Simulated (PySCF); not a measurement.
# CH4GeOS: a tour of settings

Aim: see how CH4GeOS (`O=[CH][GeH2][SH]`) answers to the choice of functional, basis, grid and SCF options, and what happens with inputs that are wrong on purpose.

Programs: PySCF 2.14.0, with density-fitted response routines of our own. Each step states its level of theory. These are calculated values for one molecule in the gas phase, unless marked as measured. Atoms count from 0, in the outputs and in this text.

## Step 1: The molecule as given

8 atoms, charge 0, multiplicity 1; geometry from: GFN2-xTB.

Bonds of the start (Å): O0–C1 1.20, C1–Ge2 2.01, Ge2–S3 2.19, C1–H4 1.10, Ge2–H5 1.51, Ge2–H6 1.51, S3–H7 1.33.

## Step 2: Shielding tensors: PBE0/pcSseg-1

Job settings and geometry (Å):

```
{"job": {"kind": "nmr", "xc": "PBE0", "basis": "pcSseg-1"}, "charge": 0, "multiplicity": 1}
O      0.891216    -1.754719     0.019809
C      1.156247    -0.591675    -0.094005
Ge    -0.277568     0.821441    -0.040564
S     -2.154803    -0.240257     0.348663
H      2.201010    -0.262111    -0.234184
H     -0.308144     1.590192    -1.345419
H      0.026859     1.857461     1.019867
H     -1.525760    -1.410920     0.301268
```

Level: GIAO PBE0/pcSseg-1 NMR shielding, non-relativistic, gas phase.

The run is started by

```
$ OMP_NUM_THREADS=1 python probes_run.py task.json out
```

This one command runs all jobs of the session in turn.

The program printed:

```text
coarse grid: 33984 points
cycle   1  E = -2589.9936214793  dE = -2.399e-01  |g| = 1.112e+00  |ddm| = 2.708e+00
cycle   2  E = -2589.4622005073  dE =  5.314e-01  |g| = 1.948e+00  |ddm| = 2.004e+00
cycle   3  E = -2590.1191849128  dE = -6.570e-01  |g| = 3.858e-01  |ddm| = 1.674e+00
cycle   4  E = -2590.1442008966  dE = -2.502e-02  |g| = 9.352e-02  |ddm| = 2.506e-01
cycle   5  E = -2590.1451901609  dE = -9.893e-04  |g| = 1.784e-02  |ddm| = 7.542e-02
cycle   6  E = -2590.1452687677  dE = -7.861e-05  |g| = 4.984e-03  |ddm| = 2.703e-02
cycle   7  E = -2590.1452753723  dE = -6.605e-06  |g| = 1.061e-03  |ddm| = 5.118e-03
final grid: 68688 points
cycle   8  E = -2590.1452442068  dE =  4.701e-07  |g| = 1.997e-03  |ddm| = 2.895e-03
cycle   9  E = -2590.1452418091  dE =  2.398e-06  |g| = 4.139e-03  |ddm| = 3.825e-03
cycle  10  E = -2590.1452449365  dE = -3.127e-06  |g| = 2.164e-04  |ddm| = 2.514e-03
cycle  11  E = -2590.1452449475  dE = -1.103e-08  |g| = 1.526e-05  |ddm| = 2.107e-04
cycle  12  E = -2590.1452449476  dE = -4.275e-11  |g| = 5.865e-06  |ddm| = 2.216e-05
converged SCF energy = -2590.1452449476

GIAO shielding tensors (ppm)
atom      isotropic    diamagn.    paramagn.     s11        s22        s33       span
  0 O     -539.549     399.677    -939.226  -1508.317   -528.426    418.095   1926.412
  1 C      -47.537     251.815    -299.352   -159.119    -79.127     95.635    254.753
  2 Ge    1465.367    2756.911   -1291.544   1346.053   1396.229   1653.819    307.766
  3 S      864.804    1057.065    -192.260    742.232    862.494    989.687    247.455
  4 H       19.459      28.129      -8.670     13.574     19.390     25.413     11.839
  5 H       26.579      28.512      -1.934     19.394     22.198     38.143     18.749
  6 H       26.570      28.532      -1.962     19.435     22.184     38.091     18.656
  7 H       30.773      30.221       0.551     21.078     26.611     44.629     23.551
```

Run time: 13 s. Hardware: 1 thread of Arm Neoverse V1, shared host; peak memory 0.58 GiB.

Shifts follow as δ = σ(reference) − σ, with reference shieldings (ppm) from runs at the same level and on the same kind of geometry: ¹H TMS 31.72, ¹³C TMS 186.9, ¹⁷O H2O 336.1, ³³S CS2 504, ⁷³Ge GeMe4 1331. The references are single molecules in the gas phase, so shifts against H2O, NH3, PH3, H3PO4 or CFCl3 are not on the usual liquid scales and can be off by tens of ppm. Atoms listed in one row are averaged.

```
 atoms                             environment  σ (ppm)  δ (ppm)
    C1                         carbonyl carbon    -47.5    234.5
    H4           hydrogen on a carbonyl carbon    19.46    12.26
H5, H6  hydrogen on a germanium bonded to C, S    26.57     5.14
    H7       hydrogen on a sulfur bonded to Ge    30.77     0.94
    O0                         carbonyl oxygen   -539.5    875.6
   Ge2           germanium bonded to C, S, 2 H     1465     -134
    S3                  sulfur bonded to Ge, H      865     -361
```

The run also stored atomic charges by several schemes (e):

```
atoms  Mulliken    IAO  Hirshfeld  ESP fit
   O0     -0.32  -0.34      -0.19    -0.33
   C1      0.02   0.05       0.07     0.18
  Ge2      0.29   0.52       0.30     0.27
   S3     -0.30  -0.30      -0.15    -0.32
```

Mayer bond orders: O0–C1 1.96, C1–Ge2 0.81, Ge2–S3 1.11.

The fields below are evaluated on a grid from the run's orbitals.

Frontier orbitals at PBE0/pcSseg-1, with the share of their density that lies nearest to each atom:

```
orbital  energy (eV)                   lies on
   HOMO        -7.44   S3 70 %; H7 9 %; H5 7 %
   LUMO        -1.81  C1 46 %; O0 32 %; H4 9 %
```

ELF in a plane through or near 6 of the atoms.

Ten even steps from '0' (0.00) to '9' (1.00):
```
0000000000000000000000000000
0000000000000000000000000000
0000000000000000000000000000
0000000000000000210000000000
0000002355554008996311110000
0000015788887109999655531000
0000016895398108998668863100
0000003685286004762615984200
0000000157763102541735984100
0000024661637533587357762100
0000799998589136326654210000
0000699998565274612211000000
0000289983113135312100000000
0000014410001222332100000000
0000000000000123321000000000
0000000000000001100000000000
0000000000000000000000000000
0000000000000000000000000000
0000000000000000000000000000
0000000000000000000000000000
```
The map spans 9.6 Å across and 8.9 Å up, centred on the molecule. Atoms in the plane (x, y in Å): O0 (-1.4, 1.4), C1 (-1.3, 0.2), Ge2 (0.5, -0.7), S3 (2.0, 0.9), H4 (-2.2, -0.4), H7 (1.0, 1.8).

On the surface of density 0.002 e/bohr³ the electrostatic potential runs, from the 1st to the 99th percentile, from -1.08 V near O0 to 1.82 V near H4.

## Step 3: Excited states and response: PBE0/def2-SVPD

The job, as its differences from that of step 2:

```diff
@@ -1,2 +1,2 @@
-{"job": {"kind": "nmr", "xc": "PBE0", "basis": "pcSseg-1"}, "charge": 0, "multiplicity": 1}
+{"job": {"kind": "uv", "xc": "PBE0", "basis": "def2-SVPD", "nstates": 6, "ntriplets": 2}, "charge": 0, "multiplicity": 1}
 O      0.891216    -1.754719     0.019809
```

With the program's defaults for keys left out, this is: TDDFT PBE0/def2-SVPD, vertical, gas phase, core orbitals frozen in the response.

The program printed:

```text
coarse grid: 33984 points
cycle   1  E = -2589.8175599624  dE = -2.019e-01  |g| = 7.804e-01  |ddm| = 3.284e+00
cycle   2  E = -2589.3410152822  dE =  4.765e-01  |g| = 1.713e+00  |ddm| = 2.052e+00
cycle   3  E = -2589.9320168397  dE = -5.910e-01  |g| = 1.594e-01  |ddm| = 1.592e+00
cycle   4  E = -2589.9357196694  dE = -3.703e-03  |g| = 6.165e-02  |ddm| = 1.845e-01
cycle   5  E = -2589.9363183681  dE = -5.987e-04  |g| = 9.016e-03  |ddm| = 5.999e-02
cycle   6  E = -2589.9363419450  dE = -2.358e-05  |g| = 2.813e-03  |ddm| = 1.544e-02
cycle   7  E = -2589.9363440700  dE = -2.125e-06  |g| = 6.344e-04  |ddm| = 3.708e-03
final grid: 68688 points
cycle   8  E = -2589.9363271616  dE =  1.476e-07  |g| = 1.155e-03  |ddm| = 2.763e-03
cycle   9  E = -2589.9363262612  dE =  9.005e-07  |g| = 2.445e-03  |ddm| = 2.644e-03
cycle  10  E = -2589.9363274328  dE = -1.172e-06  |g| = 1.079e-04  |ddm| = 1.765e-03
cycle  11  E = -2589.9363274365  dE = -3.689e-09  |g| = 1.309e-05  |ddm| = 1.476e-04
cycle  12  E = -2589.9363274366  dE = -4.729e-11  |g| = 4.804e-06  |ddm| = 2.104e-05
converged SCF energy = -2589.9363274366

Static polarisability (au): isotropic 67.859, principal 53.790 71.183 78.603

Singlet excitations
state   eV       nm        f      main configurations
  1   3.4584    358.5   0.00063   H-1->L 0.91
  2   4.4956    275.8   0.00369   H->L 0.92
  3   5.7535    215.5   0.02321   H->L+1 0.86
  4   6.0961    203.4   0.00005   H-1->L+1 0.87
  5   6.1497    201.6   0.00388   H->L+2 0.76, H-1->L+1 0.09
  6   6.4649    191.8   0.00068   H-2->L 0.98

Triplet excitations (Tamm-Dancoff, eV): 2.7653 4.4215
```

Run time: 13 s. Hardware: 1 thread of Arm Neoverse V1, shared host; peak memory 0.63 GiB.

The orbitals next to the gap, with their largest atomic shares:

```
orbital      eV                       atoms
 HOMO−3  -10.25  Ge2 39 %, H6 22 %, H5 20 %
 HOMO−2   -9.60   S3 62 %, Ge2 19 %, H7 5 %
 HOMO−1   -7.58  O0 43 %, C1 20 %, Ge2 14 %
   HOMO   -7.45   S3 71 %, Ge2 12 %, H7 6 %
   LUMO   -1.93  C1 43 %, O0 35 %, Ge2 11 %
 LUMO+1   -0.31  Ge2 32 %, S3 31 %, H5 11 %
 LUMO+2    0.13  S3 33 %, Ge2 24 %, C1 12 %
```

With each of the 6 states as a Gaussian band of 0.4 eV half-width at 1/e, the curve within the window shown has maxima at 357 nm (ε 26), 276 nm (ε 150), 214 nm (ε 1,000) L/(mol cm). Beyond the last state computed it falls off for lack of states. The curve at chosen wavelengths:

```
 nm  ε (L/mol/cm)
183            32
193           190
203           614
213          1000
223           748
233           287
243            79
253            64
263           113
273           148
283           137
293            96
303            55
313            30
323            20
333            20
343            23
353            25
363            25
373            23
383            19
393            14
403            10
413             7
423             4
433             3
```

Leading natural transition orbitals of singlet state 3: the hole lies on S3 77 %; H7 11 %; the particle on S3 30 %; Ge2 22 %; H5, H6 about 14 % each.

Leading natural transition orbitals of singlet state 1: the hole lies on O0 54 %; H4 14 %; C1 12 %; the particle on C1 47 %; O0 32 %; H4 11 %.

Further results of this job:

```
           property  computed
  dipole moment (D)      2.50
polarisability (Å³)     10.06
 HOMO–LUMO gap (eV)      5.52
      −ε(HOMO) (eV)      7.45
```

## Step 4: J couplings: PBE0/6-31G*

The job, as its differences from that of step 3:

```diff
@@ -1,2 +1,2 @@
-{"job": {"kind": "uv", "xc": "PBE0", "basis": "def2-SVPD", "nstates": 6, "ntriplets": 2}, "charge": 0, "multiplicity": 1}
+{"job": {"kind": "j", "xc": "PBE0", "basis": "6-31G*", "scf": {"aux": "def2-qzvpp-jkfit"}}, "charge": 0, "multiplicity": 1}
 O      0.891216    -1.754719     0.019809
```

With the program's defaults for keys left out, this is: PBE0/6-31G* indirect spin-spin coupling, non-relativistic, gas phase.

The program printed:

```text
final grid: 68688 points
cycle   1  E = -2589.9511587703  dE = -1.518e-01  |g| = 8.066e-01  |ddm| = 2.842e+00
cycle   2  E = -2589.4568315554  dE =  4.943e-01  |g| = 1.746e+00  |ddm| = 2.010e+00
cycle   3  E = -2590.0758154602  dE = -6.190e-01  |g| = 1.539e-01  |ddm| = 1.494e+00
cycle   4  E = -2590.0795042400  dE = -3.689e-03  |g| = 6.572e-02  |ddm| = 1.708e-01
cycle   5  E = -2590.0801649295  dE = -6.607e-04  |g| = 1.046e-02  |ddm| = 5.591e-02
cycle   6  E = -2590.0801937395  dE = -2.881e-05  |g| = 3.009e-03  |ddm| = 1.615e-02
cycle   7  E = -2590.0801957402  dE = -2.001e-06  |g| = 7.748e-04  |ddm| = 3.156e-03
cycle   8  E = -2590.0801958751  dE = -1.349e-07  |g| = 2.317e-04  |ddm| = 1.185e-03
cycle   9  E = -2590.0801958910  dE = -1.588e-08  |g| = 2.975e-05  |ddm| = 2.921e-04
cycle  10  E = -2590.0801958912  dE = -2.337e-10  |g| = 9.611e-06  |ddm| = 5.641e-05
converged SCF energy = -2590.0801958912

Indirect spin-spin couplings (Hz)
  i      j    bonds     total        FC       PSO       DSO        SD
  0 O    1 C    1     16.515    -3.151    21.173    -0.094    -1.413
  0 O    3 S    3      0.246     0.205    -0.008    -0.000     0.049
  0 O    4 H    2      0.493    -3.012     3.824     0.318    -0.637
  0 O    5 H    3     -1.557    -1.922     0.119     0.331    -0.086
  0 O    6 H    3     -1.536    -1.956     0.146     0.352    -0.077
  0 O    7 H    4      0.532     0.778     0.243    -0.368    -0.121
  1 C    3 S    2     -0.789    -0.812     0.079    -0.017    -0.039
  1 C    4 H    1    168.537   168.374    -1.404     1.295     0.272
  1 C    5 H    2      6.109     6.548    -0.040    -0.456     0.057
  1 C    6 H    2      5.787     6.253    -0.050    -0.471     0.055
  1 C    7 H    3      4.805     4.807    -0.266     0.319    -0.055
  3 S    4 H    3     -0.389    -0.324     0.069    -0.159     0.024
  3 S    5 H    2      4.006     4.211     0.030    -0.182    -0.053
  3 S    6 H    2      4.551     4.756     0.024    -0.181    -0.048
  3 S    7 H    1     28.697    24.690     3.494     0.194     0.320
  4 H    5 H    3     -0.641     0.012     0.254    -0.922     0.014
  4 H    6 H    3     -0.951    -0.384     0.216    -0.803     0.020
  4 H    7 H    4      2.186     2.639     0.781    -1.234     0.001
  5 H    6 H    2      5.704     8.756     0.494    -3.603     0.057
  5 H    7 H    3     -1.923     0.554     0.475    -2.945    -0.008
  6 H    7 H    3     -1.079     1.652     0.537    -3.261    -0.007
```

Wall time 11 s (1 thread of Arm Neoverse V1, shared host); peak memory 0.58 GiB.

The basis is not made for couplings: without tight functions at the nuclei these values are rough.

Couplings of 1 Hz or more, nine at most for each number of bonds, with means over like pairs (isotopes 13C, 1H, 17O, 33S):

```
 pair  bonds  J (Hz)  Fermi contact (Hz)  dihedral (°)
C1–H4      1   168.5               168.4             –
S3–H7      1    28.7                24.7             –
O0–C1      1    16.5                -3.2             –
C1–H5      2     5.9                 6.4             –
H5–H6      2     5.7                 8.8             –
S3–H5      2     4.3                 4.5             –
C1–H7      3     4.8                 4.8            -4
O0–H5      3    -1.5                -1.9          -119
H5–H7      3    -1.5                 1.1           117
H4–H7      4     2.2                 2.6             –
```

The response was solved for the nuclei of C, H, O, S alone, so couplings that need other nuclei can be missing.

Quadrupole couplings from the field gradients of the same density:

```
atom  isotope  eQq/h (MHz)     η
 Ge2     73Ge        -38.5  0.32
  S3      33S         34.1  0.48
  O0      17O         11.4  0.57
```

Shifts (PBE0/pcSseg-1, unscaled) and these couplings together give the proton spectrum at 400 MHz below.

¹H NMR δ 12.26 (d, J = 2.2 Hz, 1H), 5.14 (d, J = 1.5 Hz, 2H), 0.94 (q, J = 1.7 Hz, 1H). The letters are first-order; like nuclei with unlike couplings give more lines.

## Step 5: Spin-spin couplings: PBE0/6-31G-J

The job, as its differences from that of step 4:

```diff
@@ -1,2 +1,2 @@
-{"job": {"kind": "j", "xc": "PBE0", "basis": "6-31G*", "scf": {"aux": "def2-qzvpp-jkfit"}}, "charge": 0, "multiplicity": 1}
+{"job": {"kind": "j", "xc": "PBE0", "basis": "6-31G-J", "scf": {"aux": "cc-pvdz-ri", "max_cycle": 60}}, "charge": 0, "multiplicity": 1}
 O      0.891216    -1.754719     0.019809
```

Level: PBE0/6-31G-J.

The program printed:

```text
KeyError: 'Element ge (Z=32) not found in basis 6-31G-J version 0'
```

It took 0.01 s on 1 thread of Arm Neoverse V1, shared host.

**What went wrong.** The basis 6-31G-J has no functions for an element of the molecule, so the input was refused before any integral. Cure: choose a basis that covers all elements.

## Step 6: Nuclear shieldings: OLYP/def2-SVP

The job, as its differences from that of step 5:

```diff
@@ -1,2 +1,2 @@
-{"job": {"kind": "j", "xc": "PBE0", "basis": "6-31G-J", "scf": {"aux": "cc-pvdz-ri", "max_cycle": 60}}, "charge": 0, "multiplicity": 1}
+{"job": {"kind": "nmr", "xc": "OLYP", "basis": "def2-SVP", "pop": true}, "charge": 0, "multiplicity": 1}
 O      0.891216    -1.754719     0.019809
```

Level: GIAO OLYP/def2-SVP NMR shielding, non-relativistic, gas phase.

The program printed:

```text
coarse grid: 33984 points
cycle   1  E = -2590.8714014333  dE = -1.866e-01  |g| = 8.387e-01  |ddm| = 3.002e+00
cycle   2  E = -2589.4866348021  dE =  1.385e+00  |g| = 2.551e+00  |ddm| = 3.527e+00
cycle   3  E = -2591.0023885190  dE = -1.516e+00  |g| = 2.149e-01  |ddm| = 3.077e+00
cycle   4  E = -2591.0091748671  dE = -6.786e-03  |g| = 1.510e-01  |ddm| = 3.990e-01
cycle   5  E = -2591.0137534007  dE = -4.579e-03  |g| = 2.910e-02  |ddm| = 1.723e-01
cycle   6  E = -2591.0140371119  dE = -2.837e-04  |g| = 7.692e-03  |ddm| = 5.369e-02
cycle   7  E = -2591.0140535317  dE = -1.642e-05  |g| = 1.817e-03  |ddm| = 9.365e-03
cycle   8  E = -2591.0140543972  dE = -8.655e-07  |g| = 6.174e-04  |ddm| = 2.832e-03
final grid: 68688 points
cycle   9  E = -2591.0140466463  dE =  2.885e-07  |g| = 1.287e-03  |ddm| = 2.506e-03
cycle  10  E = -2591.0140446479  dE =  1.998e-06  |g| = 3.233e-03  |ddm| = 3.926e-03
cycle  11  E = -2591.0140470016  dE = -2.354e-06  |g| = 5.800e-04  |ddm| = 2.543e-03
cycle  12  E = -2591.0140470848  dE = -8.318e-08  |g| = 2.336e-05  |ddm| = 7.124e-04
cycle  13  E = -2591.0140470849  dE = -1.010e-10  |g| = 3.074e-06  |ddm| = 1.915e-05
converged SCF energy = -2591.0140470849

GIAO shielding tensors (ppm)
atom      isotropic    diamagn.    paramagn.     s11        s22        s33       span
  0 O     -420.456     393.738    -814.193  -1254.827   -422.020    415.480   1670.307
  1 C      -24.568     253.153    -277.720   -134.150    -43.109    103.557    237.708
  2 Ge    1541.756    2757.335   -1215.579   1420.732   1478.910   1725.628    304.896
  3 S      864.213    1056.100    -191.886    763.964    861.214    967.462    203.498
  4 H       19.741      28.435      -8.694     13.704     19.762     25.758     12.054
  5 H       26.697      29.252      -2.555     19.507     22.403     38.181     18.674
  6 H       26.690      29.257      -2.568     19.566     22.387     38.117     18.550
  7 H       31.443      31.829      -0.385     21.903     27.796     44.631     22.728
```

Run time: 10 s. Hardware: 1 thread of Arm Neoverse V1, shared host.

Key values: σ C1 -24.6, O0 -420.5, Ge2 1542, S3 864, H4 19.74, H5 26.69 ppm (means over like atoms).

## Step 7: Comparing the runs: NMR shifts

Shifts (ppm), means over like atoms, with basis size and wall time:

```
          run     C1     H4    H5    H7     O0  functions  time
PBE0/pcSseg-1  234.5  12.26  5.14  0.94  875.6        119  13 s
OLYP/def2-SVP  216.5  12.08  5.13  0.38  762.5         98  10 s
```

## Step 8: Summary of results

| quantity | value |
| --- | --- |
| ¹³C shifts against TMS (PBE0/pcSseg-1) | 234.5 ppm |
| ¹H shifts against TMS (PBE0/pcSseg-1, means over atoms taken as alike) | 12.26, 5.14, 0.94 ppm |
| ¹⁷O shifts against H2O (PBE0/pcSseg-1) | 875.6 ppm |
| ⁷³Ge shifts against GeMe4 (PBE0/pcSseg-1) | -134 ppm |
| ³³S shifts against CS2 (PBE0/pcSseg-1) | -361 ppm |
| surface potential, 1st and 99th percentile | -1.08 V and 1.82 V |
| lowest singlet (PBE0/def2-SVPD) | 3.46 eV (359 nm), f = 0.001 |
| brightest single state of those computed | state 3, 5.75 eV, f = 0.023 |
| lowest triplet | 2.77 eV |
| largest coupling of the table (PBE0/6-31G*) | ¹J(C,H) C1–H4, 168.5 Hz |
| range of the shift of O0 | 762.5 to 875.6 ppm |
| property runs in this session | 5, of which 1 failed and 0 gave unsound results |

In words: Single values in the summary come from the first run of each kind that ended normally (PBE0/pcSseg-1; PBE0/def2-SVPD; PBE0/6-31G*), which need not be the best level. At PBE0/pcSseg-1: Shielding is most anisotropic at O0 (span 1926 ppm, paramagnetic term -939 ppm). By nearest atom (PBE0/pcSseg-1), the HOMO sits on S3 70 %; H7 9 % and the LUMO on C1 46 %; O0 32 %. The first singlet state (HOMO−1→LUMO 0.91) lies at 3.46 eV and is dark; of the 6 states computed, the strongest absorption comes from state 3 at 5.75 eV. The lowest triplet lies 0.69 eV below the lowest singlet (triplets in Tamm-Dancoff, singlets in full TDDFT). Of the pairs tabulated at PBE0/6-31G*, C1–H4 couples most strongly (168.5 Hz; Fermi contact 168.4 Hz). Among the atoms with a shift in every run: Across the 2 runs the shift of O0 moves most, between 762.5 (OLYP/def2-SVP) and 875.6 ppm (PBE0/pcSseg-1). Spin-orbit coupling is left out, which matters for shieldings and couplings at and beside the heavy atoms. Couplings from bases without tight functions are rough.
